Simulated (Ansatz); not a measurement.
# Bi2Te3: the cost of one run

Computed with Ansatz 0.2.0 (DFT PBE+D3(BJ), scalar-relativistic, plane waves, PAW, unless a step's input says otherwise).

### 1 The starting structure

It takes space group R-3m (No. 166, trigonal). Conventional cell: a = 4.386 Å, b = 4.386 Å, c = 30.497 Å, α = 90.00°, β = 90.00°, γ = 120.00°. Around Bi (site symmetry 3m) lie 6 Te at 3.07 to 3.25 Å. Te (site symmetry -3m) is surrounded by 6 Bi at 3.25 Å. Te (site symmetry 3m) is surrounded by 3 Bi at 3.07 Å.

Structure file:

```cif
data_structure
_symmetry_space_group_name_H-M 'P 1'
_symmetry_Int_Tables_number 1
_cell_length_a 10.4763
_cell_length_b 10.4763
_cell_length_c 10.4763
_cell_angle_alpha 24.166
_cell_angle_beta 24.166
_cell_angle_gamma 24.166
_cell_volume 169.36
loop_
_atom_site_label
_atom_site_type_symbol
_atom_site_fract_x
_atom_site_fract_y
_atom_site_fract_z
_atom_site_occupancy
Bi1 Bi 0.40000 0.40000 0.40000 1
Bi2 Bi 0.60000 0.60000 0.60000 1
Te1 Te 0.00000 0.00000 0.00000 1
Te2 Te 0.20950 0.20950 0.20950 1
Te3 Te 0.79050 0.79050 0.79050 1
```

The structure rests on an entry of the Crystallography Open Database; cell or positions may have been set otherwise for this series.

### 2 Relaxing cell and atoms: Bi2Te3, no spin

input.yaml

```yaml
crystal:
  lattice:
    - [2.193, 1.2661291403, 10.1656666667]
    - [-2.193, 1.2661291403, 10.1656666667]
    - [0.0, -2.5322582807, 10.1656666667]
  atoms:
    - { symbol: Bi, position: [0.4, 0.4, 0.4] }
    - { symbol: Bi, position: [0.6, 0.6, 0.6] }
    - { symbol: Te, position: [0.0, 0.0, 0.0] }
    - { symbol: Te, position: [0.2095, 0.2095, 0.2095] }
    - { symbol: Te, position: [0.7905, 0.7905, 0.7905] }
scf:
  occupations: { method: gaussian, width: 0.05 }
output:
  forces: true
  stress: true
  eigenvalues: true
  write_density: true
  write_potential: true
  elf: true
  volumetric_format: npy
hamiltonian:
  xc: pbe
  dispersion: d3bj
relax:
  f_tol: 0.001
  max_steps: 60
  cell: { stress_tol: 0.03 }
kpoints:
  mp_grid: { grid: [9, 9, 9] }
```

Started as:

```
ansatz run input.yaml --threads 8 --pin off --max-ram 20480MiB --backend cpu --events-out ev --progress --plain --runs-dir out
```

What time and memory should one allow on 8 threads of Arm Neoverse V1, shared host?

About 49 s, with a peak of 1 GiB.
